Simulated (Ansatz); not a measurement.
**C4H6BCl: up Jacob's ladder to CCSD(T)**

Aim: compute C4H6BCl with functionals from several rungs and with coupled cluster. The yardstick is the atomisation energy at the CCSD(T) limit.

Method: functionals in def2-TZVPP, the program's frozen cores in correlated methods; program: Ansatz 0.2.0, Gaussian basis.

Plan: LDA (SPW92), PBE-D4, revPBE-D4, BLYP-D4, r2SCAN-D4, B97M-V, PBE0-D4, B3LYP-D4, r2SCANh-D4, r2SCAN0-D4, HSE06-D4, BHLYP-D4, CAM-B3LYP-D4, LC-ωPBE, ωB97X-V, ωB97M-V, B2PLYP, PBE-QIDH; CCSD(T)/def2-SVP; CCSD(T)/def2-TZVPP; MP2/def2-QZVPP; extrapolation to the limit; RPA on PBE.

## (1) Structure used throughout

The geometry comes from an earlier relaxation with PBE0-D4 in a triple-zeta def2 set; it is a stationary point, not always the lowest conformer.

SMILES `C=C=C(C)BCl`, 12 atoms, charge 0, spin multiplicity 1.

Atoms are counted from 1 here; the program's logs count them from 0.

Bond lengths: C1–C2 1.297 Å, C1–H7 1.085 Å, C1–H8 1.085 Å, C2–C3 1.315 Å, C3–C4 1.506 Å, C3–B5 1.533 Å, C4–H9 1.093 Å, C4–H10 1.090 Å, C4–H11 1.093 Å, B5–Cl6 1.754 Å, B5–H12 1.190 Å. Angles: C2–C1–H7 121.1°, C2–C1–H8 121.1°, H7–C1–H8 117.9°, C1–C2–C3 178.7°, C2–C3–C4 122.2°, C2–C3–B5 114.2°, C4–C3–B5 123.7°, C3–C4–H9 110.4°, C3–C4–H10 111.6°, C3–C4–H11 110.4°, H9–C4–H10 108.8°, H9–C4–H11 106.8°, H10–C4–H11 108.8°, C3–B5–Cl6 120.1°, C3–B5–H12 122.6°, Cl6–B5–H12 117.4°.

## (2) LDA

This LDA is Slater exchange with PW92 correlation.

File in.yaml:

```yaml
crystal:
  periodic: [false, false, false]
  atoms:
    - {symbol: C, position_ang: [0.607962, -1.383607, -1.772115]}
    - {symbol: C, position_ang: [0.265388, -0.607281, -0.791760]}
    - {symbol: C, position_ang: [-0.097848, 0.196388, 0.183633]}
    - {symbol: C, position_ang: [0.359200, -0.008723, 1.603996]}
    - {symbol: B, position_ang: [-1.016098, 1.342224, -0.256086]}
    - {symbol: Cl, position_ang: [-1.594943, 2.505863, 0.922161]}
    - {symbol: H, position_ang: [0.012139, -2.252107, -2.033205]}
    - {symbol: H, position_ang: [1.499516, -1.185547, -2.358083]}
    - {symbol: H, position_ang: [0.899115, 0.871601, 1.960640]}
    - {symbol: H, position_ang: [1.008731, -0.879154, 1.694961]}
    - {symbol: H, position_ang: [-0.500736, -0.141348, 2.264795]}
    - {symbol: H, position_ang: [-1.365324, 1.486493, -1.384938]}
basis:
  gaussian: {orbitals: def2-TZVPP}
hamiltonian: {xc: lda}
output: {orbitals: {seedname: orbitals}}
```

After this run come: PBE-D4 (GGA); revPBE-D4 (GGA); BLYP-D4 (GGA); r2SCAN-D4 (meta-GGA); B97M-V (meta-GGA); PBE0-D4 (hybrid); B3LYP-D4 (hybrid); r2SCANh-D4 (hybrid); r2SCAN0-D4 (hybrid); HSE06-D4 (hybrid); BHLYP-D4 (hybrid); CAM-B3LYP-D4 (range-separated); LC-ωPBE (range-separated); ωB97X-V (range-separated); ωB97M-V (range-separated); B2PLYP (double hybrid); PBE-QIDH (double hybrid); CCSD(T) in def2-SVP; CCSD(T) in def2-TZVPP; MP2 in def2-QZVPP; RPA on PBE orbitals.

Q: Predict the results of all the runs planned. Wanted: atomisation energy, CCSD(T)/CBS; farthest beyond LDA; mean size of error, GGA; mean size of error, meta-GGA; mean size of error, hybrid; mean size of error, range-separated; mean size of error, double hybrid; gap, smallest and largest; T1 diagnostic.

**Answer**, as computed:

| quantity | value |
| --- | --- |
| atomisation energy, CCSD(T)/CBS | 4986.0 kJ/mol |
| functionals within 24.9 kJ/mol (0.5 %) | r2SCAN0-D4, LC-ωPBE, ωB97X-V, B2PLYP |
| farthest beyond LDA | PBE-D4 (+179.5 kJ/mol) |
| mean size of error, GGA | 88.9 kJ/mol |
| mean size of error, meta-GGA | 65.1 kJ/mol |
| mean size of error, hybrid | 61.3 kJ/mol |
| mean size of error, range-separated | 31.2 kJ/mol |
| mean size of error, double hybrid | 24.7 kJ/mol |
| gap, smallest and largest | 3.94 eV (LDA (SPW92)), 10.94 eV (LC-ωPBE) |
| T1 diagnostic | 0.0120 |
| triples share of the correlation energy | 4.5 % |

In words: LDA overbinds by 754.2 kJ/mol (15 %). PBE-D4 misses by +179.5 kJ/mol. Double hybrids carry the basis error of their MP2 part in triple zeta, and no dispersion term here, so their miss is partly the set-up's. By mean error the best rung here is double hybrid (24.7 kJ/mol) and the worst beyond LDA is GGA (88.9 kJ/mol). The gap between the best rungs is small, so their order is not settled. Misses under about 24.9 kJ/mol are within the doubt on the reference itself, which lacks core-valence correlation, relativity and higher excitations. Hartree-Fock recovers 76 % of the binding; the rest is correlation. CCSD(T) in def2-SVP is off by -174.9 kJ/mol, which most functionals beat. Orbital gaps span 3.9 to 10.9 eV; exact exchange widens them.
